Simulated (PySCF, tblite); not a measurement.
# C₄H₅NO₂S+ (doublet): geometry, infrared bands and EPR parameters

Wanted: the infrared bands and EPR parameters of C₄H₅NO₂S+ (doublet) (`NC(=[O+])[C@@H]1SCC1=O`), by calculation.

The runs use tblite 0.8.0 and PySCF 2.14.0, with density-fitted response routines of our own; the level of theory stands in each step. All values are computed, except where a source is named. Atoms count from 0, in the outputs and in this text.

## Step 1: Starting geometry

13 atoms, charge 1, multiplicity 2; geometry from: force field or distance geometry start.

Bonds of the start (Å): N0–C1 1.45, C1–O2 1.28, C1–C3 1.48, C3–S4 1.83, S4–C5 1.83, C5–C6 1.50, C6–O7 1.24, C6–C3 1.48, N0–H8 1.06, N0–H9 1.04, C3–H10 1.13, C5–H11 1.10, C5–H12 1.12.

## Step 2: Optimising the geometry with GFN2-xTB

The job: settings as JSON, then the geometry in Å.

```
{"job": {"kind": "relax", "xc": "GFN2-xTB", "basis": "xTB"}, "charge": 1, "multiplicity": 2}
N      2.331400     0.160900    -0.263600
C      1.196200    -0.670400    -0.607600
O      1.349500    -1.638600    -1.427700
C     -0.144700    -0.457200    -0.008800
S     -1.452400    -1.152900    -1.079200
C     -2.095400     0.195100    -0.027500
C     -0.769200     0.860500    -0.260100
O     -0.392400     2.005000    -0.531200
H      2.222300     1.201200    -0.444100
H      3.199200    -0.228200     0.146400
H     -0.255200    -0.828000     1.049300
H     -2.966300     0.731300    -0.445000
H     -2.227400    -0.178200     1.020300
```

The run is started by

```bash
$ OMP_NUM_THREADS=1 python probes_run.py task.json out
```

One launch serves the whole session: the jobs run in the order shown.

**Question.** This job is followed by: GFN2-xTB harmonic vibrations, gas phase; UKS B3LYP, pcH-1 on C H N O S, non-relativistic, mean-field spin-orbit, GIAO. What will the session give for the following? strongest single infrared mode (GFN2-xTB); zero-point energy (GFN2-xTB); g(iso) (B3LYP); ⟨S²⟩; largest a(iso).

As calculated:

| quantity | value |
| --- | --- |
| strongest single infrared mode (GFN2-xTB) | 1862 cm⁻¹, 531 km/mol |
| zero-point energy (GFN2-xTB) | 54.4 kcal/mol |
| g(iso) (B3LYP) | 2.01429 |
| ⟨S²⟩ | 0.755 (exact 0.75) |
| largest a(iso) | 1H on H12, 59.7 MHz |

Relaxing lowered the energy by 2.230 eV in 71 steps; the close pair that moved most is N0–C1, from 1.448 to 1.319 Å. No mode is imaginary among the 33: a minimum at this level. The strongest single mode, at 1862 cm⁻¹, moves mainly C6 and O7. GFN2-xTB is a fitted tight-binding method: band positions and strengths are rough. Its intensities can rank the bands wrongly. The largest share of the spin, 0.63 e, sits on S4. The isotropic g lies 12.0 ppt above the free-electron value. These values are for one conformer; the search (at its own cheap level) found 2 more, at 0.06, 0.06 kcal/mol, and measured spectra average over such forms.
